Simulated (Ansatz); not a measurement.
# Be5ZnSe6: the cost of one run

Program: Ansatz 0.2.0. Level of theory: DFT PBE, scalar-relativistic, plane waves, PAW. These are calculated values, not measurements.

## 1. The structure to begin with

The structure is trigonal, space group P3m1 (No. 156). Conventional cell: a = 3.731 Å, b = 3.731 Å, c = 18.280 Å, α = 90.00°, β = 90.00°, γ = 120.00°. Be (site symmetry 3m) is surrounded by 4 Se at 2.29 Å. Zn (site symmetry 3m) is surrounded by 4 Se at 2.29 Å. Se (site symmetry 3m) is surrounded by 4 Be at 2.29 Å. Around Se (site symmetry 3m) lie 3 Zn at 2.29 Å and 1 Be at 2.29 Å. Only part of the 12 independent sites is listed.

Coordinates:

```xyz
12
Lattice="3.7314 0.0000 0.0000 -1.8657 3.2315 0.0000 0.0000 0.0000 18.2800" Properties=species:S:1:pos:R:3 pbc="T T T"
Be    0.0000    0.0000    0.0000
Be    0.0000    2.1543   15.2334
Be    0.0000    0.0000    9.1400
Be    0.0000    2.1543    6.0933
Be    1.8657    1.0772    3.0467
Zn    1.8657    1.0772   12.1867
Se    0.0000    0.0000   15.9950
Se    0.0000    2.1543   12.9484
Se    1.8657    1.0772    9.9017
Se    0.0000    0.0000    6.8550
Se    0.0000    2.1543    3.8083
Se    1.8657    1.0772    0.7617
```

The start is an ordering of an alloy on its end members' structure types: elements ordered on the sites of the ZnSe type, Be/Zn on Zn (P3m1, No. 156).

## 2. Probe: one point on a coarse mesh

Contents of input.yaml:

```yaml
crystal:
  lattice:
    - [3.73139649, 0.0, 0.0]
    - [-1.86569825, 3.23148416, 0.0]
    - [0.0, 0.0, 18.28003488]
  atoms:
    - { symbol: Be, position: [0.0, 0.0, 0.0] }
    - { symbol: Be, position: [0.33333333, 0.66666667, 0.83333333] }
    - { symbol: Be, position: [0.0, 0.0, 0.5] }
    - { symbol: Be, position: [0.33333333, 0.66666667, 0.33333333] }
    - { symbol: Be, position: [0.66666667, 0.33333333, 0.16666667] }
    - { symbol: Zn, position: [0.66666667, 0.33333333, 0.66666667] }
    - { symbol: Se, position: [0.0, 0.0, 0.875] }
    - { symbol: Se, position: [0.33333333, 0.66666667, 0.70833333] }
    - { symbol: Se, position: [0.66666667, 0.33333333, 0.54166667] }
    - { symbol: Se, position: [0.0, 0.0, 0.375] }
    - { symbol: Se, position: [0.33333333, 0.66666667, 0.20833333] }
    - { symbol: Se, position: [0.66666667, 0.33333333, 0.04166667] }
basis:
  ecutwfc: 420
kpoints:
  mp_grid: { grid: [6, 6, 1] }
hamiltonian:
  xc: pbe
scf:
  occupations: { method: gaussian, width: 0.1 }
  lower_state_search: "off"
output:
  forces: true
  stress: true
  eigenvalues: true
```

Run with:

```bash
$ ansatz run input.yaml --threads 1 --pin off --max-ram 2560MiB --backend cpu --events-out ev --progress --plain --runs-dir out
```

**Question.** How long does this run take on 1 thread of Arm Neoverse V2, shared host, and how much memory does it need?

About 7.8 s, with a peak of 0.43 GiB.
